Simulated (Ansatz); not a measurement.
# C3H7AlSi: a ladder of functionals and wavefunction methods

An exercise on one series of results from a longer session: the logs are not shown, and one member is left open.

Program: Ansatz 0.2.0, Gaussian basis. Level of theory: functionals in def2-TZVPP, the program's frozen cores in correlated methods. These are calculated values, not measurements.

The runs, in order: PBE-D4, r2SCAN-D4, PBE0-D4, B3LYP-D4, ωB97X-V, ωB97M-V, B2PLYP; CCSD(T)/def2-TZVPP; MP2/def2-QZVPP; extrapolation to the limit.

## Structure used throughout

All runs share one geometry, relaxed beforehand with PBE0-D4 in a triple-zeta def2 set.

SMILES `[AlH2]/[CH]=C1/C[SiH2]1`, 12 atoms, charge 0, spin multiplicity 1.

Atoms are counted from 1 here; the program's logs count them from 0.

Bond lengths: Al1–C2 1.935 Å, Al1–H6 1.588 Å, Al1–H7 1.590 Å, C2–C3 1.333 Å, C2–H8 1.094 Å, C3–C4 1.508 Å, C3–Si5 1.828 Å, C4–Si5 1.869 Å, C4–H9 1.089 Å, C4–H10 1.089 Å, Si5–H11 1.479 Å, Si5–H12 1.479 Å. Angles: C2–Al1–H6 117.3°, C2–Al1–H7 121.9°, H6–Al1–H7 120.7°, Al1–C2–C3 116.9°, Al1–C2–H8 125.6°, C3–C2–H8 117.5°, C2–C3–C4 138.8°, C2–C3–Si5 153.8°, C4–C3–Si5 67.4°, C3–C4–Si5 64.5°, C3–C4–H9 116.4°, C3–C4–H10 116.3°, Si5–C4–H9 119.8°, Si5–C4–H10 119.5°, H9–C4–H10 112.3°, C3–Si5–C4 48.1°, C3–Si5–H11 120.3°, C3–Si5–H12 120.3° and more.

Set-up of the first run:

in.yaml

```yaml
crystal:
  periodic: [false, false, false]
  atoms:
    - {symbol: Al, position_ang: [-0.656112, 0.306496, 2.400208]}
    - {symbol: C, position_ang: [-0.937582, -0.615848, 0.722224]}
    - {symbol: C, position_ang: [-0.151135, -0.267597, -0.296201]}
    - {symbol: C, position_ang: [0.062055, -0.636533, -1.742981]}
    - {symbol: Si, position_ang: [1.191728, 0.695716, -1.076875]}
    - {symbol: H, position_ang: [0.481021, 1.414178, 2.442040]}
    - {symbol: H, position_ang: [-1.519181, -0.020283, 3.695095]}
    - {symbol: H, position_ang: [-1.682860, -1.395171, 0.540667]}
    - {symbol: H, position_ang: [0.455391, -1.634040, -1.935061]}
    - {symbol: H, position_ang: [-0.737335, -0.367630, -2.432474]}
    - {symbol: H, position_ang: [2.606584, 0.366134, -0.797389]}
    - {symbol: H, position_ang: [0.964426, 2.099379, -1.485053]}
basis:
  gaussian: {orbitals: def2-TZVPP}
hamiltonian: {xc: pbe, dispersion: d4}
output: {forces: true, orbitals: {seedname: orbitals}}
```

Started as:

```bash
$ ansatz run in.yaml --threads 4 --pin off --events-out ev --progress --plain --max-ram 10444MiB
```

Among the steps run: PBE-D4 (GGA); r2SCAN-D4 (meta-GGA); PBE0-D4 (hybrid); B3LYP-D4 (hybrid); ωB97X-V (range-separated); ωB97M-V (range-separated); B2PLYP (double hybrid); CCSD(T) in def2-TZVPP; MP2 in def2-QZVPP.

One of the session's tables, all rows but one given; the rest of the session is left out.

| method | atomisation energy (kJ/mol) |
| --- | --- |
| PBE-D4 | 4300.8 |
| r2SCAN-D4 | 4256.8 |
| PBE0-D4 | 4247.6 |
| B3LYP-D4 | ? |
| ωB97X-V | 4251.2 |
| ωB97M-V | 4246.7 |
| B2PLYP | 4184.6 |
| HF/def2-TZVPP | 3135.4 |
| MP2/def2-TZVPP | 4175.9 |
| CCSD/def2-TZVPP | 4060.4 |
| CCSD(T)/def2-TZVPP | 4124.7 |
| MP2/CBS | 4280.9 |
| CCSD(T)/CBS | 4229.8 |

Q: Estimate the row for B3LYP-D4 from the others.

**Answer.** atomisation energy (kJ/mol): 4233.5. In the column «atomisation energy (kJ/mol)» it lies between CCSD(T)/CBS (4229.8) and ωB97M-V (4246.7).
